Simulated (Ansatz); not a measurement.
# C₂H₄BFO, SMILES BC=C(O)F: a rigid torsion scan

Program: Ansatz 0.2.0, Python API.

The script, `torsion.py`:
```python
"""Energy of C2H4BFO as one group turns about a bond."""

import ansatz as az
from ase import Atoms


def main() -> None:
    atoms = Atoms(["B", "C", "C", "O", "F", "H", "H", "H", "H"], positions=[
        (0.5412, 1.2697, 0.9557),
        (0.5877, 0.0044, 0.0865),
        (-0.5111, -0.5777, -0.463),
        (-0.2471, -1.7285, -1.2032),
        (-1.7213, -0.0703, -0.2934),
        (-0.5505, 1.8482, 1.1446),
        (1.5, 1.7955, 1.4004),
        (1.6102, -0.4087, -0.0735),
        (-1.1207, -2.1789, -1.5712),
    ])

    # relax first, so that the scan starts from a minimum
    first = (
        az.Crystal.molecule_from_ase(atoms).calculation()
        .basis(gaussian="6-31G*")
        .functional("pbe0")
        .relax(force_tolerance=0.02, max_steps=80)
    )
    atoms.positions = first.run(threads=1).report["positions_ang"]

    start = atoms.get_dihedral(2, 1, 0, 5)
    energies = {}
    for turn in range(0, 360, 40):
        turned = atoms.copy()
        turned.set_dihedral(2, 1, 0, 5, start + turn, indices=[0, 5, 6])
        calculation = (
            az.Crystal.molecule_from_ase(turned).calculation()
            .basis(gaussian="6-31G*")
            .correlation("mp2")  # correlation on top of the mean field
        )
        energies[round((start + turn) % 360)] = calculation.run(threads=1).report["free_energy_ev"]
    floor = min(energies.values())
    print("dihedral C2-C1-B0-H5 (deg)   E - E(min) (eV)")
    for angle, e in sorted(energies.items()):
        print(f"{angle:8d} {(e - floor):14.3f}  " + "#" * int(30 * (e - floor) / max(max(energies.values()) - floor, 1e-9)))


if __name__ == "__main__":
    main()
```

```console
$ python torsion.py
dihedral C2-C1-B0-H5 (deg)   E - E(min) (eV)
      40          0.248  ###########
      80          0.665  #############################
     120          0.489  ######################
     160          0.067  ###
     200          0.067  ##
     240          0.487  #####################
     280          0.666  ##############################
     320          0.249  ###########
     360          0.000
```

The lowest point is at 360° and the highest at 280°, 0.666 eV (64.3 kJ/mol) above it, with the rest of the molecule held.

Notes:
- The scan is rigid and the energies are electronic, in a modest basis. With rigid groups the curve can differ much from the relaxed path, the start wasn't checked as a minimum of this torsion, and equivalent turns needn't return to the same energy.
- The start is relaxed with a density functional and scanned with the wavefunction method, so it isn't exactly that method's minimum.
- Wall time of the script: 32 s on 1 thread of Arm Neoverse V2, with other jobs on the host, peak memory 0.23 GiB.
